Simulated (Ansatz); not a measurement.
# B2P5: the cost of one run

Method: DFT PBE, scalar-relativistic, plane waves, PAW, unless a step names another level, in Ansatz 0.2.0.

10 further runs of the same task are left out: 1 that didn't finish, 9 set aside as unsound or not needed. Runs told in other sessions of the task aren't counted.

## Step 1: Plan

Pauling electronegativities: B 2.04, P 2.19 (spread 0.15). No set of common oxidation states balances it. Tabulated atomic sizes suggest about 16 Å³/atom. 24 candidates were drawn, by swapping species into database cells of other compounds, at random by space group and Wyckoff sites, or by hand, as the table says:

| name | made from | space group no. | Wyckoff sites | atoms (primitive cell) | V (Å³/atom) |
| --- | --- | --- | --- | --- | --- |
| c01 | random | 216 | B 4c, 4a; P 16e, 4d | 7 | 16.6 |
| c02 | built by hand: pseudocubic CdIn2Se4 (ordered-vacancy zincblende) | 111 | B 2f; P 1a, 4n | 7 | 15.7 |
| c03 | random | 65 | B 4e; P 4i, 4j, 2a | 7 | 19.5 |
| c04 | random | 164 | B 1b, 1a; P 2d, 3f | 7 | 17.3 |
| c05 | database cell of Ta2O5 | 5 | B 4c; P 4c, 4c, 2b | 7 | 14.3 |
| c06 | random | 164 | B 1a, 1b; P 3e, 2d | 7 | 19.9 |
| c07 | built by hand: BP-P intergrowth, (111) slab with blue-P layers | 164 | B 2d, 2c; P 2c, 2d, 2d, 2c, 2d | 14 | 15.3 |
| c08 | random | 12 | B 4f; P 2b, 4g, 4h | 7 | 15.9 |
| c09 | random | 191 | B 2e; P 4h, 1a | 7 | 16.7 |
| c10 | random | 166 | B 3b, 3a; P 6c, 9d | 7 | 19.2 |
| c11 | database cell of Mn2Au5 | 12 | B 4i; P 4i, 4i, 2a | 7 | 15.4 |
| c12 | database cell of Ga2Te5 | 87 | B 4d; P 8h, 2a | 7 | 18.0 |
| c13 | database cell of Ta2O5 | 10 | B 2m; P 2n, 2m, 1c | 7 | 20.3 |
| c14 | built by hand: V2O5 | 59 | B 4e; P 4e, 2a, 4e | 14 | 15.7 |
| c15 | random | 65 | B 4i; P 8q, 2a | 7 | 19.1 |
| c16 | database cell of Li5Sn2 | 166 | B 6c; P 3b, 6c, 6c | 7 | 18.9 |
| c17 | random | 139 | B 4c; P 8j, 2a | 7 | 16.3 |
| c18 | random | 8 | B 4b; P 4b, 2a, 2a, 2a | 7 | 19.9 |
| c19 | database cell of Rb2Te5 | 12 | B 4i; P 2a, 8j | 7 | 18.0 |
| c20 | built by hand: BP (110) slab with black-P layer | 6 | B 1a, 1a, 1b, 1b; P 1a, 1a, 1a, 1b, 1b, 1b, 1a, 1b, 1a, 1b | 14 | 15.3 |
| c21 | database cell of Ta2O5 | 47 | B 1d, 1a; P 2q, 1h, 1b, 1e | 7 | 18.7 |
| c22 | built by hand: B2P4 slabs with blue-P layer | 164 | B 2c, 2d; P 2c, 2d, 2d, 2d, 2d | 14 | 15.3 |
| c23 | random | 115 | B 2e; P 4j, 1d | 7 | 18.5 |
| c24 | random | 183 | B 1a, 1a; P 2b, 2b, 1a | 7 | 16.3 |

## Step 2: Screening run of c05

The input, input.yaml:

```yaml
crystal:
  lattice:
    - [2.96818772, -2.66933524, 0.0]
    - [2.96818772, 2.66933524, 0.0]
    - [-2.07704968, 0.0, 6.31739047]
  atoms:
    - { symbol: B, position: [0.21719998, 0.2172, 0.26959999] }
    - { symbol: B, position: [0.7828, 0.78280002, 0.73040001] }
    - { symbol: P, position: [0.02499999, 0.35299999, 0.934] }
    - { symbol: P, position: [0.64700001, 0.97500001, 0.066] }
    - { symbol: P, position: [0.40899999, 0.77100003, 0.323] }
    - { symbol: P, position: [0.22899997, 0.59100001, 0.677] }
    - { symbol: P, position: [0.799, 0.201, 0.5] }
basis:
  ecutwfc: 420
kpoints:
  mp_grid: { grid: [4, 4, 3] }
hamiltonian:
  xc: pbe
scf:
  occupations: { method: gaussian, width: 0.2 }
  lower_state_search: "off"
output:
  forces: true
  stress: true
  eigenvalues: true
relax:
  adjacent_minimum: "off"
  f_tol: 0.08
  max_steps: 16
  cell: { stress_tol: 0.8 }
```

The run is started by

```
$ ansatz run input.yaml --threads 1 --pin off --max-ram 2560MiB --backend cpu --events-out ev --progress --plain --runs-dir out
```

**Question.** How long does this run take on 1 thread of Arm Neoverse V2, shared host, and how much memory does it need?

About 46 s, with a peak of 0.31 GiB.
